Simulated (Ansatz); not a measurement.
**H₂KS, charge +1: a pair, distance and angle**

How does the energy of H₂KS, charge +1 change over two coordinates at once? A grid of runs gives the map.

The runs use Ansatz 0.2.0; RKS wB97X-V/def2-SVPD.

## Step 1: Starting geometry

4 atoms, charge 1, spin multiplicity 1.

Atoms are counted from 1 here; the program's logs count them from 0.

Bond lengths: K1–S2 3.282 Å, S2–H3 1.364 Å, S2–H4 1.364 Å. Angles: K1–S2–H3 102.8°, K1–S2–H4 102.9°, H3–S2–H4 92.5°.

Geometry (Å):

```xyz
4
H2KS
K     0.1146    0.0264   -2.6484
S     0.3086    0.4351    0.6026
H    -0.9963    0.3640    0.9942
H     0.5731   -0.8253    1.0516
```

## Step 2: Relaxing the molecule

Contents of input.yaml:

```yaml
crystal:
  periodic: [false, false, false]
  atoms:
    - { symbol: K, position_ang: [0.114628, 0.026373, -2.648414] }
    - { symbol: S, position_ang: [0.308605, 0.435057, 0.602555] }
    - { symbol: H, position_ang: [-0.996298, 0.363981, 0.994167] }
    - { symbol: H, position_ang: [0.573066, -0.825312, 1.051593] }
total_charge: 1
basis:
  gaussian: { orbitals: def2-SVPD }
hamiltonian:
  xc: { name: wB97X-V }
output:
  forces: true
relax:
  f_tol: 0.003
  max_steps: 120
```

Started as:

```console
$ ansatz run input.yaml --threads 1 --pin off --max-ram 2560MiB --backend cpu --events-out ev --progress --plain --runs-dir out
```

Standard output:

```text
Warning: RAYON_NUM_THREADS=1 ignored (pool sized by the plan → 1); use --threads N
The last accepted step is kept in <dir> (removed where the run ends without a failure and the disk answers)
Engine: ansatz 0.2.0, aarch64-unknown-linux-gnu
Functional definition: wB97X-V
  parameter omega = 0.3/bohr
  parameter cx = 0.167
  parameter cx1 = 0.603
  parameter cx2 = 1.194
  parameter css0 = 0.556
  parameter css1 = -0.257
  parameter cos0 = 1.219
  parameter cos1 = -1.850
  parameter b = 6.0
  parameter c = 0.01
  exchange = spin_sum(e_x_unif_sr(omega)*poly(b97_u_x, 1 - cx, cx1, cx2)) + cx*exact_x_sr(omega) + exact_x_lr(omega)
  correlation = spin_sum(e_c_pw_same_spin*poly(b97_u_same, css0, css1))
      + integral(e_c_pw_opposite_spin*poly(b97_u_opposite, cos0, cos1)) + vv10(b, c)
705 factors; integrals over basis functions are off by at most 3.8e-4 eV
272 factors; integrals over basis functions are off by at most 1.1e-5 eV
mean field evaluation 1: about -27176.8475 eV, gradient 2.9e1 eV
mean field evaluation 2: about -27178.6488 eV, gradient 1.6e1 eV
mean field evaluation 4: about -27179.2307 eV, gradient 2.7e-1 eV
mean field evaluation 8: about -27179.2343 eV, gradient 1.9e-3 eV
mean field -27179.23433817 eV, -998.8184391811 hartree, gradient 2.9e-5 eV, S^2 0.000000; 0 other end points of the search recorded, 0 dependent functions left out
the calculation of the forces begins
reference -27179.23433544 eV, -998.8184390807 hartree; 18, 18 occupied and 52, 52 virtual orbitals, 705 factors
relax step   1: F+E_penalty+E_count = -27179.23433817 eV  Δ(F+E_penalty+E_count) = +0.000e0 eV  max|allowed force component| = 4.376e-1 eV/Å  Δτ_max = 0.0000 Å  (22 SCF iters, accepted)
these checks for a lower state are left out or cut short: starts, cluster_reference, orbital_swaps, neighbouring_geometries, increment
705 factors; integrals over basis functions are off by at most 3.6e-4 eV
272 factors; integrals over basis functions are off by at most 1.1e-5 eV
mean field evaluation 16: about -27179.2379 eV, gradient 4.9e-3 eV
mean field -27179.24094011 eV, -998.8186817978 hartree, gradient 2.4e-5 eV, S^2 0.000000; 0 other end points of the search recorded, 0 dependent functions left out
the calculation of the forces begins
reference -27179.24093737 eV, -998.8186816973 hartree; 18, 18 occupied and 52, 52 virtual orbitals, 705 factors
relax step   2: F+E_penalty+E_count = -27179.24094011 eV  Δ(F+E_penalty+E_count) = -6.602e-3 eV  max|allowed force component| = 1.490e-1 eV/Å  Δτ_max = 0.0200 Å  (24 SCF iters, accepted)
these checks for a lower state are left out or cut short: starts, cluster_reference, orbital_swaps, neighbouring_geometries, increment
705 factors; integrals over basis functions are off by at most 3.4e-4 eV
272 factors; integrals over basis functions are off by at most 1.1e-5 eV
mean field -27179.24243823 eV, -998.8187368529 hartree, gradient 2.5e-5 eV, S^2 0.000000; 0 other end points of the search recorded, 0 dependent functions left out
the calculation of the forces begins
reference -27179.24243549 eV, -998.8187367521 hartree; 18, 18 occupied and 52, 52 virtual orbitals, 705 factors
relax step   3: F+E_penalty+E_count = -27179.24243823 eV  Δ(F+E_penalty+E_count) = -1.498e-3 eV  max|allowed force component| = 2.127e-2 eV/Å  Δτ_max = 0.0216 Å  (24 SCF iters, accepted)
these checks for a lower state are left out or cut short: starts, cluster_reference, orbital_swaps, neighbouring_geometries, increment
705 factors; integrals over basis functions are off by at most 3.4e-4 eV
272 factors; integrals over basis functions are off by at most 1.1e-5 eV
mean field -27179.24255338 eV, -998.8187410845 hartree, gradient 2.2e-5 eV, S^2 0.000000; 0 other end points of the search recorded, 0 dependent functions left out
the calculation of the forces begins
reference -27179.24255064 eV, -998.8187409838 hartree; 18, 18 occupied and 52, 52 virtual orbitals, 705 factors
relax step   4: F+E_penalty+E_count = -27179.24255338 eV  Δ(F+E_penalty+E_count) = -1.151e-4 eV  max|allowed force component| = 6.691e-3 eV/Å  Δτ_max = 0.0053 Å  (25 SCF iters, accepted)
these checks for a lower state are left out or cut short: starts, cluster_reference, orbital_swaps, neighbouring_geometries, increment
705 factors; integrals over basis functions are off by at most 3.4e-4 eV
272 factors; integrals over basis functions are off by at most 1.1e-5 eV
mean field evaluation 32: about -27179.2426 eV, gradient 2.1e-5 eV
mean field -27179.24257405 eV, -998.8187418442 hartree, gradient 2.5e-5 eV, S^2 0.000000; 0 other end points of the search recorded, 0 dependent functions left out
the calculation of the forces begins
reference -27179.24257131 eV, -998.8187417435 hartree; 18, 18 occupied and 52, 52 virtual orbitals, 705 factors
relax step   5: F+E_penalty+E_count = -27179.24257405 eV  Δ(F+E_penalty+E_count) = -2.067e-5 eV  max|allowed force component| = 3.029e-3 eV/Å  Δτ_max = 0.0029 Å  (18 SCF iters, accepted)
these checks for a lower state are left out or cut short: starts, cluster_reference, orbital_swaps, neighbouring_geometries, increment
705 factors; integrals over basis functions are off by at most 3.4e-4 eV
272 factors; integrals over basis functions are off by at most 1.1e-5 eV
mean field -27179.24258052 eV, -998.8187420818 hartree, gradient 4.3e-5 eV, S^2 0.000000; 0 other end points of the search recorded, 0 dependent functions left out
the calculation of the forces begins
reference -27179.24257778 eV, -998.8187419812 hartree; 18, 18 occupied and 52, 52 virtual orbitals, 705 factors
relax step   6: F+E_penalty+E_count = -27179.24258052 eV  Δ(F+E_penalty+E_count) = -6.466e-6 eV  max|allowed force component| = 4.140e-4 eV/Å  Δτ_max = 0.0030 Å  (18 SCF iters, accepted)
705 factors; integrals over basis functions are off by at most 3.4e-4 eV
272 factors; integrals over basis functions are off by at most 1.1e-5 eV
mean field -27179.24258052 eV, -998.8187420818 hartree, gradient 4.3e-5 eV, S^2 0.000000; 1 other end points of the search recorded, 0 dependent functions left out
the calculation of the forces begins
reference -27179.24257778 eV, -998.8187419812 hartree; 18, 18 occupied and 52, 52 virtual orbitals, 705 factors
Total energy: -27179.24257778 eV, -998.8187419812 hartree
Atom 0 at     0.120456     0.033909    -2.639719 Å, force    -0.000033    -0.000040     0.000022 eV/Å
Atom 1 at     0.289087     0.408562     0.572868 Å, force     0.000145     0.000191     0.000077 eV/Å
Atom 2 at    -0.988460     0.372823     1.005243 Å, force    -0.000414     0.000195    -0.000064 eV/Å
Atom 3 at     0.578918    -0.815195     1.061509 Å, force     0.000302    -0.000346    -0.000035 eV/Å
Dipole moment:    -0.174402    -0.284650    -1.151783 e Å
```

It took 51 s on 1 thread of Arm Neoverse V1, shared host; peak memory 0.21 GiB.

Along the way:

```csv
step,energy from step 1 (eV),largest force component (eV/Å)
1,0.0000,0.4376
2,-0.0066,0.1490
3,-0.0081,0.0213
4,-0.0082,0.0067
5,-0.0082,0.0030
6,-0.0082,0.0004
```

Distances of close pairs at the start and the end, largest changes first:

```csv
bond,before (Å),after (Å),change (Å)
K1–S2,3.282,3.239,-0.044
S2–H3,1.364,1.349,-0.015
S2–H4,1.364,1.349,-0.015
```

## Step 3: Reference: H₂S by itself, as typed

Contents of input.yaml:

```yaml
crystal:
  periodic: [false, false, false]
  atoms:
    - { symbol: S, position_ang: [0.289087, 0.408562, 0.572868] }
    - { symbol: H, position_ang: [-0.98846, 0.372823, 1.005243] }
    - { symbol: H, position_ang: [0.578918, -0.815195, 1.061509] }
basis:
  gaussian: { orbitals: def2-SVPD }
hamiltonian:
  xc: { name: wB97X-V }
output:
  forces: true
```

Started as:

```console
$ ansatz run input.yaml --threads 1 --pin off --max-ram 2560MiB --backend cpu --events-out ev --progress --plain --runs-dir out
```

Standard output:

```text
Warning: RAYON_NUM_THREADS=1 ignored (pool sized by the plan → 1); use --threads N
[... 14 set-up lines as earlier in the session ...]
      + integral(e_c_pw_opposite_spin*poly(b97_u_opposite, cos0, cos1)) + vv10(b, c)
407 factors; integrals over basis functions are off by at most 7.7e-4 eV
163 factors; integrals over basis functions are off by at most 1.7e-5 eV
mean field evaluation 1: about -10862.6435 eV, gradient 1.0e1 eV
mean field evaluation 2: about -10862.9563 eV, gradient 5.3e0 eV
mean field evaluation 4: about -10863.0324 eV, gradient 1.3e-1 eV
mean field evaluation 8: about -10863.0311 eV, gradient 7.2e-4 eV
mean field -10863.03105812 eV, -399.2090281590 hartree, gradient 1.5e-5 eV, S^2 0.000000; 0 other end points of the search recorded, 0 dependent functions left out
the calculation of the forces begins
reference -10863.03105585 eV, -399.2090280754 hartree; 9, 9 occupied and 34, 34 virtual orbitals, 407 factors
Total energy: -10863.03105585 eV, -399.2090280754 hartree
Atom 0 at     0.289087     0.408562     0.572868 Å, force    -0.011402    -0.014539     0.010632 eV/Å
Atom 1 at    -0.988460     0.372823     1.005243 Å, force     0.069101    -0.040785    -0.003040 eV/Å
Atom 2 at     0.578918    -0.815195     1.061509 Å, force    -0.057699     0.055325    -0.007592 eV/Å
Dipole moment:    -0.122980    -0.156819     0.114675 e Å
```

Wall time 1.6 s (1 thread of Arm Neoverse V1, shared host); peak memory 0.09 GiB.

## Step 4: The part K+ alone, at the geometry typed

Contents of input.yaml:

```yaml
crystal:
  periodic: [false, false, false]
  atoms:
    - { symbol: K, position_ang: [0.120456, 0.033909, -2.639719] }
total_charge: 1
basis:
  gaussian: { orbitals: def2-SVPD }
hamiltonian:
  xc: { name: wB97X-V }
```

Started as:

```console
$ ansatz run input.yaml --threads 1 --pin off --max-ram 2560MiB --backend cpu --events-out ev --progress --plain --runs-dir out
```

Standard output:

```text
Warning: RAYON_NUM_THREADS=1 ignored (pool sized by the plan → 1); use --threads N
[... 14 set-up lines as earlier in the session ...]
      + integral(e_c_pw_opposite_spin*poly(b97_u_opposite, cos0, cos1)) + vv10(b, c)
245 factors; their error is unknown
64 factors; integrals over basis functions are off by at most 1.0e-4 eV
mean field evaluation 1: about -16315.6971 eV, gradient 1.1e-1 eV
mean field evaluation 2: about -16315.6971 eV, gradient 1.1e-1 eV
mean field evaluation 4: about -16315.7279 eV, gradient 2.9e-2 eV
mean field evaluation 8: about -16315.7279 eV, gradient 5.3e-5 eV
mean field -16315.72785856 eV, -599.5919396046 hartree, gradient 5.3e-5 eV, S^2 0.000000; 0 other end points of the search recorded, 0 dependent functions left out
reference -16315.72785786 eV, -599.5919395787 hartree; 9, 9 occupied and 18, 18 virtual orbitals, 245 factors
Total energy: -16315.72785786 eV, -599.5919395787 hartree
```

Run time: 1.7 s. Hardware: 1 thread of Arm Neoverse V1, shared host; peak memory 0.13 GiB.

## Step 5: Plan of the scan

First coordinate, distance S2···K1: 9 values from 2.721 to 5.321 Å. Second coordinate, turn of K1 about S2: 9 values from −90.0 °.

Nothing else is relaxed (both partners rigid). Energies count from the ion and the molecule far apart, frozen as in the relaxed pair, each in its own basis (no counterpoise correction).

Of the runs on the grid, 2 are shown in the steps below; the others differ only in the two coordinates.

## Step 6: Point distance S2···K1 = 3.379 Å, turn of K1 about S2 = 0.0°

Contents of input.yaml:

```yaml
crystal:
  periodic: [false, false, false]
  atoms:
    - { symbol: K, position_ang: [0.113154, 0.017685, -2.778833] }
    - { symbol: S, position_ang: [0.289087, 0.408562, 0.572868] }
    - { symbol: H, position_ang: [-0.98846, 0.372823, 1.005243] }
    - { symbol: H, position_ang: [0.578918, -0.815195, 1.061509] }
total_charge: 1
basis:
  gaussian: { orbitals: def2-SVPD }
hamiltonian:
  xc: { name: wB97X-V }
output:
  forces: true
```

Started as:

```console
$ ansatz run input.yaml --threads 1 --pin off --max-ram 2560MiB --backend cpu --events-out ev --progress --plain --runs-dir out
```

Standard output:

```text
Warning: RAYON_NUM_THREADS=1 ignored (pool sized by the plan → 1); use --threads N
[... 14 set-up lines as earlier in the session ...]
      + integral(e_c_pw_opposite_spin*poly(b97_u_opposite, cos0, cos1)) + vv10(b, c)
666 factors; integrals over basis functions are off by at most 1.0e-3 eV
257 factors; integrals over basis functions are off by at most 4.2e-5 eV
mean field evaluation 1: about -27176.8724 eV, gradient 2.8e1 eV
mean field evaluation 2: about -27178.6715 eV, gradient 1.5e1 eV
mean field evaluation 4: about -27179.2233 eV, gradient 8.2e-1 eV
mean field evaluation 8: about -27179.2329 eV, gradient 8.9e-3 eV
mean field evaluation 16: about -27179.2329 eV, gradient 3.0e-5 eV
mean field -27179.23285963 eV, -998.8183848458 hartree, gradient 3.0e-5 eV, S^2 0.000000; 0 other end points of the search recorded, 0 dependent functions left out
the calculation of the forces begins
reference -27179.23285685 eV, -998.8183847435 hartree; 18, 18 occupied and 52, 52 virtual orbitals, 666 factors
Total energy: -27179.23285685 eV, -998.8183847435 hartree
Atom 0 at     0.113154     0.017685    -2.778833 Å, force     0.005383     0.013048     0.125514 eV/Å
Atom 1 at     0.289087     0.408562     0.572868 Å, force    -0.005254    -0.012516    -0.117455 eV/Å
Atom 2 at    -0.988460     0.372823     1.005243 Å, force     0.005017    -0.004124    -0.003846 eV/Å
Atom 3 at     0.578918    -0.815195     1.061509 Å, force    -0.005146     0.003591    -0.004213 eV/Å
Dipole moment:    -0.177104    -0.291878    -1.229092 e Å
```

Wall time 9.6 s (1 thread of Arm Neoverse V1, shared host); peak memory 0.2 GiB.

Energy on the map's scale: −45.7 kJ/mol.

## Step 7: Point distance S2···K1 = 2.721 Å, turn of K1 about S2 = 22.5°

Edit input.yaml of step 6 so:

```diff
@@ -3,3 +3,3 @@
   atoms:
-    - { symbol: K, position_ang: [0.113154, 0.017685, -2.778833] }
+    - { symbol: K, position_ang: [0.987697, -0.510977, -1.890916] }
     - { symbol: S, position_ang: [0.289087, 0.408562, 0.572868] }
```

Started as:

```console
$ ansatz run input.yaml --threads 1 --pin off --max-ram 2560MiB --backend cpu --events-out ev --progress --plain --runs-dir out
```

Standard output:

```text
Warning: RAYON_NUM_THREADS=1 ignored (pool sized by the plan → 1); use --threads N
[... 14 set-up lines as earlier in the session ...]
      + integral(e_c_pw_opposite_spin*poly(b97_u_opposite, cos0, cos1)) + vv10(b, c)
666 factors; integrals over basis functions are off by at most 9.8e-4 eV
257 factors; integrals over basis functions are off by at most 3.9e-5 eV
mean field evaluation 1: about -27176.4142 eV, gradient 2.9e1 eV
mean field evaluation 2: about -27178.2945 eV, gradient 1.6e1 eV
mean field evaluation 4: about -27178.8589 eV, gradient 8.0e-1 eV
mean field evaluation 8: about -27178.8716 eV, gradient 9.3e-3 eV
mean field evaluation 16: about -27178.8716 eV, gradient 5.3e-5 eV
mean field -27178.87160543 eV, -998.8051089988 hartree, gradient 5.3e-5 eV, S^2 0.000000; 0 other end points of the search recorded, 0 dependent functions left out
the calculation of the forces begins
reference -27178.87160267 eV, -998.8051088973 hartree; 18, 18 occupied and 52, 52 virtual orbitals, 666 factors
Total energy: -27178.87160267 eV, -998.8051088973 hartree
Atom 0 at     0.987697    -0.510977    -1.890916 Å, force     0.393314    -0.480001    -1.539520 eV/Å
Atom 1 at     0.289087     0.408562     0.572868 Å, force    -0.396512     0.472957     1.391271 eV/Å
Atom 2 at    -0.988460     0.372823     1.005243 Å, force     0.002730     0.018538    -0.041416 eV/Å
Atom 3 at     0.578918    -0.815195     1.061509 Å, force     0.000468    -0.011494     0.189664 eV/Å
Dipole moment:     0.133797    -0.477074    -0.806861 e Å
```

It took 9.8 s on 1 thread of Arm Neoverse V1, shared host; peak memory 0.2 GiB.

That is −10.9 kJ/mol from the zero.

## Step 8: Energy over the grid

45 points were computed, 36 more follow by symmetry. Energies in kJ/mol, from the ion and the molecule far apart, frozen as in the relaxed pair, each in its own basis (no counterpoise correction):

```tsv
turn of K1 about S2 (°) ↓, distance S2···K1 (Å) →	2.721	2.862	3.094	3.379	3.706	4.067	4.459	4.877	5.321
90.0	62.1	34.2	10.9	1.2	−0.6	0.0	0.9	1.4	1.5
67.5	25.7	7.7	−6.0	−10.1	−9.1	−6.7	−4.6	−3.0	−1.9
45.0	1.8	−13.8	−24.8	−26.4	−22.9	−18.0	−13.5	−10.0	−7.5
22.5	−10.9	−27.9	−39.6	−40.4	−34.9	−27.9	−21.4	−16.3	−12.3
0.0	−15.1	−33.0	−45.2	−45.7	−39.7	−31.8	−24.6	−18.7	−14.2
−22.5	−10.9	−27.9	−39.6	−40.4	−34.9	−27.9	−21.4	−16.3	−12.3
−45.0	1.8	−13.8	−24.8	−26.4	−22.9	−18.0	−13.5	−10.0	−7.5
−67.5	25.7	7.7	−6.0	−10.1	−9.1	−6.7	−4.6	−3.0	−1.9
−90.0	62.1	34.2	10.9	1.2	−0.6	0.0	0.9	1.4	1.5
```

The largest force on an atom (eV/Å) at each point:

| turn of K1 about S2 (°) ↓, distance S2···K1 (Å) → | 2.721 | 2.862 | 3.094 | 3.379 | 3.706 | 4.067 | 4.459 | 4.877 | 5.321 |
| --- | --- | --- | --- | --- | --- | --- | --- | --- | --- |
| 90.0 | 2.75 | 1.67 | 0.78 | 0.45 | 0.31 | 0.25 | 0.20 | 0.18 | 0.16 |
| 67.5 | 1.79 | 1.04 | 0.48 | 0.36 | 0.29 | 0.24 | 0.20 | 0.17 | 0.15 |
| 45.0 | 1.53 | 0.85 | 0.33 | 0.29 | 0.25 | 0.22 | 0.17 | 0.15 | 0.13 |
| 22.5 | 1.66 | 0.91 | 0.24 | 0.17 | 0.24 | 0.22 | 0.18 | 0.14 | 0.11 |
| 0.0 | 1.75 | 0.95 | 0.23 | 0.13 | 0.23 | 0.21 | 0.18 | 0.14 | 0.11 |
| −22.5 | 1.66 | 0.91 | 0.24 | 0.17 | 0.24 | 0.22 | 0.18 | 0.14 | 0.11 |
| −45.0 | 1.53 | 0.85 | 0.33 | 0.29 | 0.25 | 0.22 | 0.17 | 0.15 | 0.13 |
| −67.5 | 1.79 | 1.04 | 0.48 | 0.36 | 0.29 | 0.24 | 0.20 | 0.17 | 0.15 |
| −90.0 | 2.75 | 1.67 | 0.78 | 0.45 | 0.31 | 0.25 | 0.20 | 0.18 | 0.16 |

## Step 9: Results

| quantity | value |
| --- | --- |
| lowest point | distance S2···K1 = 3.379 Å, turn of K1 about S2 = 0.0°, −45.7 kJ/mol |
| highest computed point | distance S2···K1 = 2.721 Å, turn of K1 about S2 = −90.0°, 107.8 kJ/mol above the lowest |
| largest force on an atom (eV/Å) | 0.11 at distance S2···K1 = 5.321 Å, turn of K1 about S2 = 0.0° to 2.75 at distance S2···K1 = 2.721 Å, turn of K1 about S2 = −90.0°; 0.13 at the lowest point |
| time for the whole task | 8.3 min on 1 thread, shared host |

**Reading.** The lowest computed point is at distance S2···K1 = 3.379 Å, turn of K1 about S2 = 0.0°, −45.7 kJ/mol from the ion and the molecule far apart, frozen as in the relaxed pair, each in its own basis (no counterpoise correction). The grid is coarse, so the lowest point of the scanned range may lie between grid points; coordinates that were held can hide deeper minima. The grid shows no other well, apart from its symmetry copies. The highest computed point, distance S2···K1 = 2.721 Å, turn of K1 about S2 = −90.0°, lies 107.8 kJ/mol above the lowest. Round the minimum the two coordinates are nearly uncoupled. No counterpoise correction was made, so wells between separate parts tend to come out somewhat too deep.
